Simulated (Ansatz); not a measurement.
# CH₃AlFNS: one species, many methods

One table from this session's results is given with a row withheld; the runs are named, their logs left out.

Program: Ansatz 0.2.0, Gaussian basis. Level of theory: functionals in def2-TZVPP, the program's frozen cores in correlated methods. These are calculated values, not measurements.

Plan: LDA (SPW92), PBE-D4, revPBE-D4, BLYP-D4, r2SCAN-D4, B97M-V, PBE0-D4, B3LYP-D4, r2SCANh-D4, r2SCAN0-D4, HSE06-D4, BHLYP-D4, CAM-B3LYP-D4, LC-ωPBE, ωB97X-V, ωB97M-V, B2PLYP, PBE-QIDH; CCSD(T)/def2-SVP; CCSD(T)/def2-TZVPP; MP2/def2-QZVPP; extrapolation to the limit; RPA on PBE.

## The geometry

All runs share one geometry, relaxed beforehand with PBE0-D4 in a triple-zeta def2 set.

SMILES `F[CH]1[NH][Al]1[SH]`, 8 atoms, charge 0, spin multiplicity 1.

Atoms are counted from 1 here; the program's logs count them from 0.

Bond lengths: F1–C2 1.395 Å, C2–N3 1.448 Å, C2–Al4 1.922 Å, C2–H6 1.092 Å, N3–Al4 1.734 Å, N3–H7 1.009 Å, Al4–S5 2.165 Å, S5–H8 1.346 Å. Angles: F1–C2–N3 113.6°, F1–C2–Al4 121.1°, F1–C2–H6 105.8°, N3–C2–Al4 60.0°, N3–C2–H6 116.9°, Al4–C2–H6 130.1°, C2–N3–Al4 73.7°, C2–N3–H7 121.0°, Al4–N3–H7 165.2°, C2–Al4–N3 46.3°, C2–Al4–S5 170.1°, N3–Al4–S5 143.4°, Al4–S5–H8 91.9°.

Set-up of the first run:

Contents of in.yaml:

```yaml
crystal:
  periodic: [false, false, false]
  atoms:
    - {symbol: F, position_ang: [0.023133, 1.401600, 1.720484]}
    - {symbol: C, position_ang: [0.355955, 1.039304, 0.415300]}
    - {symbol: N, position_ang: [1.177344, -0.150596, 0.335449]}
    - {symbol: Al, position_ang: [-0.347244, -0.562243, -0.380139]}
    - {symbol: S, position_ang: [-1.466365, -2.187218, -1.270618]}
    - {symbol: H, position_ang: [0.750270, 1.943163, -0.053044]}
    - {symbol: H, position_ang: [2.130766, -0.146440, 0.665275]}
    - {symbol: H, position_ang: [-2.531758, -1.394770, -1.488606]}
basis:
  gaussian: {orbitals: def2-TZVPP}
hamiltonian: {xc: lda}
output: {orbitals: {seedname: orbitals}}
```

Command:

```console
$ ansatz run in.yaml --threads 2 --pin off --events-out ev --progress --plain --max-ram 4352MiB
```

Among the steps run: LDA; PBE-D4 (GGA); revPBE-D4 (GGA); BLYP-D4 (GGA); r2SCAN-D4 (meta-GGA); B97M-V (meta-GGA); B3LYP-D4 (hybrid); r2SCANh-D4 (hybrid); r2SCAN0-D4 (hybrid); HSE06-D4 (hybrid); BHLYP-D4 (hybrid); CAM-B3LYP-D4 (range-separated); LC-ωPBE (range-separated); ωB97X-V (range-separated); ωB97M-V (range-separated); B2PLYP (double hybrid); PBE-QIDH (double hybrid).

One of the session's tables, all rows but one given; the rest of the session is left out.

It belongs to the step «Orbital energies across the functionals». 

```
  functional  HOMO (eV)  gap (eV)
 LDA (SPW92)      -5.74      3.44
      PBE-D4      -5.59      3.53
   revPBE-D4      -5.53      3.57
     BLYP-D4      -5.49      3.51
   r2SCAN-D4      -5.80      4.02
      B97M-V      -5.85      4.02
     PBE0-D4      -6.83      5.54
    B3LYP-D4      -6.64      5.11
  r2SCANh-D4      -6.27      4.75
  r2SCAN0-D4      -6.97      5.85
    HSE06-D4      -6.43      4.77
    BHLYP-D4      -8.01      7.50
CAM-B3LYP-D4          ?         ?
     LC-ωPBE      -9.48     10.26
     ωB97X-V      -9.15      9.81
     ωB97M-V      -9.01      9.41
```

Estimate the missing values for CAM-B3LYP-D4.

As computed: HOMO (eV): -8.19; gap (eV): 7.83. In the column «HOMO (eV)» it lies between ωB97M-V (-9.01) and BHLYP-D4 (-8.01).
